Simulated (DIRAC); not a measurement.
**doublet C2H4Te− in DIRAC**

Wanted: charged excitations of C2H4Te−.

Program for the calculation: DIRAC 26.1 (patched).

9 further runs of the same task are left out: 1 that didn't finish, 8 set aside as unsound or not needed.

**1. Starting point**

The species is C2H4Te− (7 atoms), meant as a doublet with charge -1. As SMILES of the parent species, `C1C[Te]1`. Geometry: a GFN2-xTB, symmetrised relaxation, a rough one for these elements and not checked as a minimum. That shape belongs to the parent species and isn't relaxed for this state.

Bond lengths: C1–C2 1.452 Å, C1–Te3 2.171 Å, C2–Te3 2.171 Å, C1–H4 1.076 Å, C1–H5 1.076 Å, C2–H6 1.076 Å, C2–H7 1.076 Å. Some angles: C1–C2–Te3 70.5°, C2–C1–Te3 70.5°, C1–Te3–C2 39.1°, C1–C2–H6 118.2°, C1–C2–H7 118.2°, Te3–C2–H6 114.3°, Te3–C2–H7 114.3°, C2–C1–H4 118.2°, C2–C1–H5 118.2°, Te3–C1–H4 114.3°.

**2. The input as written**

Input file C2H4Te.xyz:

```xyz
7
geometry
C      -1.04103657      1.40408742     -0.50903664
C       0.03638484      1.77790272      0.38996791
Te      0.11319264     -0.35851017      0.01341530
H      -2.04674281      1.40497901     -0.12595463
H      -0.96470326      1.69359630     -1.54274621
H      -0.21434031      2.04073775      1.40300904
H       0.86769919      2.32935503     -0.01378258
```

Input file hf.inp:

```
# ip_ea
**DIRAC
.WAVE FUNCTION
.PROPERTIES
**HAMILTONIAN
.DKH2
.SPINFREE
**INTEGRALS
*READIN
.UNCONTRACT
**WAVE FUNCTION
.SCF
*SCF
.CLOSED SHELL
 68
.OPEN SHELL
 1
 1/2
.LSHIFT
 0.30
**PROPERTIES
.DIPOLE
**MOLECULE
*BASIS
.DEFAULT
dyall.v4z
.SPECIAL
C BASIS def2_tzvp
.SPECIAL
H BASIS def2_tzvp
*CHARGE
.CHARGE
 -1
*END OF
```

Started as:

```console
$ pam --inp=hf.inp --mol=C2H4Te.xyz --noarch --mw=163 --aw=368
```

Standard output:

```text
*************************************************************************
    ********************* DIRAC: No title specified !!! *********************
    *************************************************************************

 Jobs in this run:
   * Wave function
   * Properties

    **************************************************************************
    ************************** General DIRAC set-up **************************
    **************************************************************************

   CODATA Recommended Values of the Fundamental Physical Constants: 2022
 * The speed of light :        137.035999177
 * Running in four-component mode
 * Direct evaluation of the following two-electron integrals:
   - LL-integrals
   - SL-integrals
   - SS-integrals
   - GT-integrals
 * Spherical transformation embedded in MO-transformation
   for large components
 * Transformation to scalar RKB basis embedded in
   MO-transformation for small components
 * Thresholds for linear dependence:
   Large components:   1.00D-06
   Small components:   1.00D-08
 * General print level   :   0

[... 117 lines left out ...]
  Nuclear repulsion energy                       :    223.654873437789 Hartree
[... 1 line left out ...]
  Nuclear contribution to electric dipole moment :    0.000000000000    0.000000000000   16.436765525749 a.u.;  origin (0,0,0)
[... 157 lines left out ...]
   Nuclear repulsion energy                          :  223.654873437789 Hartree
[... 21 lines left out ...]
 - Dipole (and multipole) origin (a.u.) :   0.000000000000000   0.000000000000000   0.000000000000000
[... 50 lines left out ...]
 ***** SCF CONVERGENCE CRITERIA *****
 * Convergence on norm of error vector (gradient).
   Desired convergence:1.000D-07
   Allowed convergence:1.000D-06
[... 1 line left out ...]
 ***** CONVERGENCE CONTROL *****
[... 3 lines left out ...]
 * DIIS will be activated when convergence reaches : 1.00D+20
[... 2 lines left out ...]
   Weight of old matrix    : 0.250
[... 2 lines left out ...]
 * No quadratic convergent Hartree-Fock
 * Contributions from 2-electron integrals to Fock matrix:
   LL-integrals.
    ---> this is default setting from Hamiltonian input
 * NB!!! No e-p rotations in 2nd order optimization.
 ***** OUTPUT CONTROL *****
 * Only electron eigenvalues written out.

   ***************************************************************************
   ***************************** Property module *****************************
   ***************************************************************************

 * Print level:   0
 * Input label: **PROPE
 * Properties calculated for the following wave functions:
     1: DHF
 These initial settings of center and origins might be changed later:
 * Operator center (a.u.):      0.0000000000      0.0000000000      0.0000000000
 * Gauge origin    (a.u.):      0.0000000000      0.0000000000      0.0000000000
 * Dipole origin   (a.u.):      0.0000000000      0.0000000000      0.0000000000
 * Do NOT perform 4c->2c picture change transformation of the four-component property operators
===========================================================================
 Dipole moment
===========================================================================

 ********************************************************************************
 *************************** Input consistency checks ***************************
 ********************************************************************************

  --- SEVERE ERROR, PROGRAM WILL BE ABORTED ---

 Properties not available for DKH2

 ====  below this line is the stderr stream  ====

  --- SEVERE ERROR, PROGRAM WILL BE ABORTED ---
 Properties not available for DKH2
STOP 1000

  --- SEVERE ERROR, PROGRAM WILL BE ABORTED ---
STOP 1000
```

Run time: 0.08 s. Hardware: 1 thread of Arm Neoverse V2, shared host.

**3. Diagnosis**

The program broke off before the end.

The telling line is `Properties not available for DKH2`. The program turns down these settings as typed.
